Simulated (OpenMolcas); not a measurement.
**Ta³⁺ among point charges: CASSCF and CASPT2 levels and susceptibility**

Aim: the splitting of the states of Ta³⁺ in the field of 6 point charges, its lowest levels with spin-orbit coupling and its magnetic susceptibility.

Program: OpenMolcas 26.06. Level of theory: state-averaged CASSCF and CASPT2, spin-orbit coupling by RASSI with atomic mean-field integrals. These are calculated values, not measurements, unless marked.

## Step 1: The system

| Item | Value |
| --- | --- |
| Species | Ta³⁺ (tantalum, Z = 73, 70 electrons) |
| Basis | ANO-RCC-VDZP [7s6p4d2f1g], 68 functions |
| Scalar Hamiltonian | DKH2, point nucleus |
| Inactive shells | 1s 2s 2p 3s 3p 3d 4s 4p 4d 4f 5s 5p |
| Active space | 2 electrons in 5 orbitals (5d) |
| Some configurations of this space | 5d2 |
| Orbitals | optimised for each spin and parity, averaged over all roots |

The outer shells:

5d2
```
5d [↑ ][↑ ][  ][  ][  ]
```

The ion sits among 6 point charges of -1.36 e arranged as an octahedron (Oh), 1.93 Å from the ion.

The work runs as a chain of OpenMolcas steps in one folder; each step below is one input file. Labels, J, g values, rates, χT and fits are worked out afterwards by a script from the matrices that RASSI stores. The input lists half of the charges; inversion (Group=XYZ) makes the rest.

## Step 2: GATEWAY and SEWARD: basis and integrals

a.inp

```
&GATEWAY
Coord
1

Ta 0.0 0.0 0.0
Basis=ANO-RCC-VDZP
Group=XYZ
NoMove
AngMom=0.0 0.0 0.0
AMFI
XField
3 Angstrom 0
1.930000 0.000000 0.000000 -1.360000
0.000000 1.930000 0.000000 -1.360000
0.000000 0.000000 1.930000 -1.360000
&SEWARD
```

Started as:

```console
$ OMP_NUM_THREADS=1 MOLCAS_MEM=1689 MOLCAS_PROJECT=a pymolcas a.inp > a.log
```

Log:

```text
Basis set label: TA.ANO-RCC...7S6P4D2F1G.

      Electronic valence basis set:
      ------------------
      Associated Effective Charge  73.000000 au
      Associated Actual Charge     73.000000 au
      Nuclear Model: Point charge

      Shell  nPrim  nBasis  Cartesian Spherical Contaminant
         s      24       7        X
         p      21       6        X
         d      15       4                 X
         f      11       2                 X
         g       4       1                 X
                  Relativistic Douglas-Kroll-Hess integrals:
                    - DKH order of Hamiltonian: 2
                    - DKH order of Properties : 0
                  Atomic mean-field integrals
```

## Step 3: Reference wave functions, triplets of even parity, 10 roots

a.inp

```
&RASSCF
FileOrb=start.orb
Symmetry=1
Spin=3
nActEl=2 0 0
Inactive=15 19
Ras2=5 0
CIRoot=10 10 1
SDav=10
CIMx=300
Iter=120 100
PrWF=0.3
OrbListing=Nothing
MaxOrb=0
>>> COPY $Project.JobIph JOB001
```

start.orb holds the contracted functions of the basis, ordered by shell, or the orbitals of the step before.

Log, shortened:

```text
[...]
      Number of active orbitals                  5
[...]
      Spin quantum number                      1.0
[...]
      Active orbitals                            5   0
[...]
      Number of CSFs                            10
      Number of root(s) required                10
[...]
      Convergence after 10 iterations
[...]
      Natural orbitals and occupation numbers for root  1
      sym 1:   0.982895   0.982895   0.017105   0.017105   0.000000
      Natural orbitals and occupation numbers for root  2
      sym 1:   0.017123   0.982877  -0.000000   0.982877   0.017123
      Natural orbitals and occupation numbers for root  3
      sym 1:   0.979489   0.020511   0.020511   0.979489  -0.000000
::    RASSCF root number  1 Total energy: -15595.10125022
::    RASSCF root number  2 Total energy: -15595.10125022
::    RASSCF root number  3 Total energy: -15595.10125022
[...]
::    RASSCF root number  7 Total energy: -15594.97783243
::    RASSCF root number  8 Total energy: -15594.97783243
::    RASSCF root number  9 Total energy: -15594.97783243
::    RASSCF root number 10 Total energy: -15594.92229397
```

## Step 4: CASSCF: singlets of even parity, 15 roots

a.inp

```
&RASSCF
FileOrb=start.orb
Symmetry=1
Spin=1
nActEl=2 0 0
Inactive=15 19
Ras2=5 0
CIRoot=15 15 1
SDav=15
CIMx=300
Iter=120 100
PrWF=0.3
OrbListing=Nothing
MaxOrb=0
>>> COPY $Project.JobIph JOB002
```

Log, shortened:

```text
[...]
      Number of active orbitals                  5
[...]
      Spin quantum number                      0.0
[...]
      Active orbitals                            5   0
[...]
      Number of CSFs                            15
      Number of root(s) required                15
[...]
      Convergence after  8 iterations
[...]
      Natural orbitals and occupation numbers for root  1
      sym 1:   0.011844   0.988230   0.011829   0.988097   0.000000
      Natural orbitals and occupation numbers for root  2
      sym 1:   0.987840   0.988533   0.000000   0.011775   0.011852
      Natural orbitals and occupation numbers for root  3
      sym 1:   0.989033   0.011906   0.000000   0.987341   0.011720
::    RASSCF root number  1 Total energy: -15595.06019935
::    RASSCF root number  2 Total energy: -15595.06019935
::    RASSCF root number  3 Total energy: -15595.06019935
[...]
::    RASSCF root number 12 Total energy: -15594.95699799
::    RASSCF root number 13 Total energy: -15594.87092581
::    RASSCF root number 14 Total energy: -15594.87092581
::    RASSCF root number 15 Total energy: -15594.81103448
```

## Step 5: State interaction with spin-orbit coupling

a.inp

```
&RASSI
NrOfJobIphs=2 10 15
1 2 3 4 5 6 7 8 9 10
1 2 3 4 5 6 7 8 9 10 11 12 13 14 15
IphNames
JOB001
JOB002
EJob
SpinOrbit
DIPRint=1.0
SOCoupling=1000.0
Subsets=2
Property=9
'ANGMOM' 1 'ANGMOM' 2 'ANGMOM' 3 'MLTPL  1' 1 'MLTPL  1' 2 'MLTPL  1' 3
'AMFI' 1 'AMFI' 2 'AMFI' 3
SOProperty=3
'ANGMOM' 1 'ANGMOM' 2 'ANGMOM' 3
```

Started as:

```console
$ OMP_NUM_THREADS=1 MOLCAS_MEM=1689 MOLCAS_PROJECT=a pymolcas a.inp > a.log
```

Log, shortened:

```text
SPIN-FREE ENERGIES:
  (Shifted by EMIN (a.u.) =     -15595.1012502199)
 SF State       Relative EMIN(au)   Rel lowest level(eV)    D:o, cm**(-1)      L_eff
     1             0.0000000000        0.0000000000              0.0000         2.8
     2             0.0000000000        0.0000000000              0.0000         2.8
     3             0.0000000000        0.0000000000              0.0000         2.8
    11             0.0410508695        1.1170510667           9009.6245         3.1
    12             0.0410508695        1.1170510667           9009.6245         3.1
    13             0.0410508695        1.1170510667           9009.6245         3.1
    14             0.0415107204        1.1295642459           9110.5501         3.2
    15             0.0415107204        1.1295642459           9110.5501         3.2
     4             0.0848976772        2.3101834854          18632.8864         3.0
     5             0.0848976772        2.3101834854          18632.8864         3.0
[...]
Eigenvalues of complex Hamiltonian:
   -----------------------------------
  (Shifted by EMIN (a.u.) =     -15595.1012502199)
 SO State       Relative EMIN(au)   Rel lowest level(eV)    D:o, cm**(-1)     J-value
     1            -0.0111123921        0.0000000000              0.0000         1.8
     2            -0.0111123921        0.0000000000              0.0000         2.1
     3            -0.0095904704        0.0414135985            334.0232         2.1
     4            -0.0095904704        0.0414135985            334.0232         2.1
     5            -0.0095904704        0.0414135986            334.0232         1.9
     6             0.0043484550        0.4207110804           3393.2637         2.8
     7             0.0043484550        0.4207110804           3393.2637         2.2
     8             0.0043484550        0.4207110804           3393.2637         2.8
     9             0.0096474312        0.5649035704           4556.2546         2.8
    10             0.0377910436        1.3307302760          10733.0635         2.4
    11             0.0377910436        1.3307302759          10733.0635         2.4
[...]
```

These steps: 4 s of run time, 1 thread, shared host.

Spin-free states, with their symmetry labels:

```csv
state,degeneracy,E (cm-1),free-ion L (%)
3T1,3,0,F (90)
1T2,3,9010,D (54)
1E,2,9111,G (52)
3T2,3,18633,F (100)
1A1,1,19968,G (62)
3T1,3,27087,P (90)
1T2,3,29299,G (54)
1T1,3,31660,G (100)
3A2,1,39276,F (100)
1E,2,50550,D (52)
1A1,1,63695,S (62)
```

With spin-orbit coupling:

```tsv
E (cm-1)	Degeneracy	Label	2S+1
0.0	2	E	3
334.0	3	T2	3
3393	3	T1	3
4556	1	A1	3
10733	3	T2	1
11382	2	E	1
20050	1	A2	3
20967	3	T2	3
21631	3	T1	3
21721	1	A1	1
21883	2	E	3
28521	1	A1	3
28727	3	T1	3
29488	3	T2	3
30759	2	E	3
32651	3	T2	1
34406	3	T1	1
42743	3	T2	3
53551	2	E	1
66729	1	A1	1
```

Powder χT (cm³ K/mol): 0.00 at 2 K, 0.00 at 5 K, 0.00 at 10 K, 0.00 at 20 K, 0.01 at 50 K, 0.03 at 100 K, 0.04 at 150 K, 0.06 at 200 K, 0.08 at 250 K, 0.10 at 300 K.

A ligand-field fit to the states below 45000 cm-1 gives 10Dq = 20350 cm-1, B = 645 cm-1 and C = 2477 cm-1 (C/B = 3.84), with a deviation of 133 cm-1.

Orbitals of the lowest block (energies include the constant potential of the surroundings):

```
shell     space  energy (hartree)  mean occupation  ⟨r²⟩ (bohr²)
   1s  inactive        -2484.6912            2.000      0.000446
   2s  inactive         -431.3128            2.000       0.00729
   2p  inactive         -379.2186            6.000       0.00601
   3s  inactive         -100.1549            2.000        0.0477
   3p  inactive          -84.2723            6.000        0.0483
   3d  inactive          -65.0101           10.000        0.0404
   4s  inactive          -20.6546            2.000         0.238
   4p  inactive          -15.3206            6.000         0.270
   4d  inactive           -8.2219           10.000         0.318
   4f  inactive           -0.3282           14.000         0.492
   5s  inactive           -2.0237            2.000          1.39
   5p  inactive           -0.5933            6.000          1.87
   5d      RAS2                              2.000          4.86
```

## Step 6: CASPT2: IPEA 0.25, imaginary shift 0.1 (closed shells correlated: 4f 5s 5p)

a.inp

```
>>> COPY JOB001 $Project.JobIph
&CASPT2
Multistate=10 1 2 3 4 5 6 7 8 9 10
NoMult
Frozen=14 9
IPEA=0.25
Imaginary=0.1
MaxIter=60
WThr=0.0 0.3 0.05
PrWF=0.5
NoMix
>>> COPY JOB002 $Project.JobIph
&CASPT2
Multistate=15 1 2 3 4 5 6 7 8 9 10 11 12 13 14 15
NoMult
Frozen=14 9
IPEA=0.25
Imaginary=0.1
MaxIter=60
WThr=0.0 0.3 0.05
PrWF=0.5
NoMix
```

Log:

```text
Orbital specifications:
      -----------------------

      Symmetry species                           1   2
                                                ag  au
      Frozen orbitals                           14   9
      Inactive orbitals                          1  10
      Active orbitals                            5   0
      Secondary orbitals                        16  13
      Deleted orbitals                           0   0
      Number of basis functions                 36  32
Type of calculation                        SS-CASPT2
      Fock operator                              state-specific
      IPEA shift                                 0.25
      Real shift                                 0.00
      Imaginary shift                            0.10
      The input orbitals will be transformed to quasi-canonical
Reference energy:      -15595.1012502199
      E2 (Non-variational):      -0.8497501372
      Shift correction:          -0.0001401765
      E2 (Variational):          -0.8498903137
      Total energy:          -15595.9511405335
      Residual norm:              0.0000003532
      Reference weight:           0.91385
      Contributions to the CASPT2 correlation energy
      Active & Virtual Only:         -0.0028503098
      One Inactive Excited:          -0.0716394413
      Two Inactive Excited:          -0.7752603861
Reference energy:      -15595.1012502199
      E2 (Non-variational):      -0.8497498843
      Shift correction:          -0.0001401764
      E2 (Variational):          -0.8498900607
      Total energy:          -15595.9511402805
      Residual norm:              0.0000003531
      Reference weight:           0.91385
      Contributions to the CASPT2 correlation energy
      Active & Virtual Only:         -0.0028503336
      One Inactive Excited:          -0.0716390945
      Two Inactive Excited:          -0.7752604561
::    CASPT2 Root  1     Total energy: -15595.95114053
::    CASPT2 Root  2     Total energy: -15595.95114028
::    CASPT2 Root  3     Total energy: -15595.95145292
::    CASPT2 Root  4     Total energy: -15595.86678561
::    CASPT2 Root  5     Total energy: -15595.86697550
::    CASPT2 Root  6     Total energy: -15595.86686737
::    CASPT2 Root  7     Total energy: -15595.83358653
::    CASPT2 Root  8     Total energy: -15595.83361155
::    CASPT2 Root  9     Total energy: -15595.83361414
::    CASPT2 Root 10     Total energy: -15595.77410868
Orbital specifications:
      -----------------------

      Symmetry species                           1   2
                                                ag  au
      Frozen orbitals                           14   9
      Inactive orbitals                          1  10
      Active orbitals                            5   0
      Secondary orbitals                        16  13
      Deleted orbitals                           0   0
      Number of basis functions                 36  32
Type of calculation                        SS-CASPT2
      Fock operator                              state-specific
      IPEA shift                                 0.25
      Real shift                                 0.00
      Imaginary shift                            0.10
      The input orbitals will be transformed to quasi-canonical
Reference energy:      -15595.0601993503
      E2 (Non-variational):      -0.8550988067
      Shift correction:          -0.0002684121
      E2 (Variational):          -0.8553672188
      Total energy:          -15595.9155665691
      Residual norm:              0.0000007292
      Reference weight:           0.90853
      Contributions to the CASPT2 correlation energy
      Active & Virtual Only:         -0.0076704915
      One Inactive Excited:          -0.0703719456
      Two Inactive Excited:          -0.7770563697
Reference energy:      -15595.0601993503
      E2 (Non-variational):      -0.8551228136
      Shift correction:          -0.0002730108
      E2 (Variational):          -0.8553958243
      Total energy:          -15595.9155951746
      Residual norm:              0.0000007398
      Reference weight:           0.90847
      Contributions to the CASPT2 correlation energy
      Active & Virtual Only:         -0.0076920085
      One Inactive Excited:          -0.0703743277
      Two Inactive Excited:          -0.7770564774
::    CASPT2 Root  1     Total energy: -15595.91556657
::    CASPT2 Root  2     Total energy: -15595.91559517
::    CASPT2 Root  3     Total energy: -15595.91559825
::    CASPT2 Root  4     Total energy: -15595.91380068
::    CASPT2 Root  5     Total energy: -15595.91387336
::    CASPT2 Root  6     Total energy: -15595.87199584
::    CASPT2 Root  7     Total energy: -15595.82434127
::    CASPT2 Root  8     Total energy: -15595.82434127
::    CASPT2 Root  9     Total energy: -15595.82432404
::    CASPT2 Root 10     Total energy: -15595.81120645
::    CASPT2 Root 11     Total energy: -15595.81121412
::    CASPT2 Root 12     Total energy: -15595.81121077
::    CASPT2 Root 13     Total energy: -15595.72956682
::    CASPT2 Root 14     Total energy: -15595.72950270
::    CASPT2 Root 15     Total energy: -15595.67908499
```

This run took 2.9 s in all on 1 thread, shared host.

SS-CASPT2: lowest energy less the reference's lowest, -0.8500 hartree; reference weights 0.900 to 0.914.

Spin-free states, with their symmetry labels:

```csv
state,degeneracy,E (cm-1),free-ion L (%)
3T1,3,0,F (90)
1T2,3,7826,D (54)
1E,2,8210,G (52)
1A1,1,17393,G (62)
3T2,3,18517,F (100)
3T1,3,25819,P (90)
1T2,3,27853,G (54)
1T1,3,30734,G (100)
3A2,1,38877,F (100)
1E,2,48660,D (52)
1A1,1,59732,S (62)
```

With spin-orbit coupling:

```csv
E (cm-1),Degeneracy,Label,2S+1
0,2,E,3
330,3,T2,3
3430,3,T1,3
4520,1,A1,3
9690,3,T2,1
10550,2,E,1
19430,1,A1,1
19970,1,A2,3
20800,3,T2,3
21530,3,T1,3
21770,2,E,3
27080,1,A1,3
27510,3,T1,3
28210,3,T2,3
29560,2,E,3
31360,3,T2,1
33530,3,T1,1
42350,3,T2,3
51720,2,E,1
62850,1,A1,1
```

Powder χT (cm³ K/mol): 0.00 at 2 K, 0.00 at 5 K, 0.00 at 10 K, 0.00 at 20 K, 0.01 at 50 K, 0.03 at 100 K, 0.04 at 150 K, 0.06 at 200 K, 0.08 at 250 K, 0.10 at 300 K.

A ligand-field fit to the states below 45000 cm-1 gives 10Dq = 20226 cm-1, B = 570 cm-1 and C = 2240 cm-1 (C/B = 3.93), with a deviation of 345 cm-1.

## Step 7: The methods side by side

A. CASSCF
B. SS-CASPT2, IPEA 0.25, imaginary shift 0.1 (closed shells correlated: 4f 5s 5p)

| method | ground state | first state of that spin (cm-1) | first gap with spin-orbit (cm-1) | χT at 300 K |
| --- | --- | --- | --- | --- |
| A | 3T1 | 3T2 18630 | 334.0 | 0.10 |
| B | 3T1 | 3T2 18520 | 327.0 | 0.10 |

## Step 8: Outcome

```
                                            quantity                                                                           value
                                              method  SS-CASPT2, IPEA 0.25, imaginary shift 0.1 (closed shells correlated: 4f 5s 5p)
                              spin-free ground state                                                 3T1, 3-fold in its orbital part
first state of the same spin within the active space                                                               3T2 at 18500 cm⁻¹
                                        lowest level                                                  2-fold E, g = 0.00, 0.00, 0.00
                                          next level                                                                      327.0 cm⁻¹
                                         χT at 300 K                                                                  0.10 cm³ K/mol
                           effective moment at 300 K                                                                         0.88 μB
```

Cost by method:

| method | time of its own steps | time with the reference |
| --- | --- | --- |
| A. CASSCF | 4 s | 4 s |
| B. SS-CASPT2, IPEA 0.25, imaginary shift 0.1, +4f 5s 5p | 2.9 s | 6.9 s |

Times are of one thread on a shared host.

What this shows: The spin-free ground state (3T1) comes to 90 % from free-ion F terms and keeps the highest spin of the shell. χT at 300 K is 0.10, against 1.00 cm³ K/mol for the spin alone, so spin-orbit coupling lowers it. A ligand-field fit to the states below 45000 cm-1 gives 10Dq = 20226 cm-1, B = 570 cm-1 and C = 2240 cm-1 (C/B = 3.93), with a deviation of 345 cm-1. CASPT2 does not keep the components of a term degenerate, and the means are used. The field of point charges can differ much from that of real complexes. Point charges carry no covalency, so the field is a model and not that of real ligands.
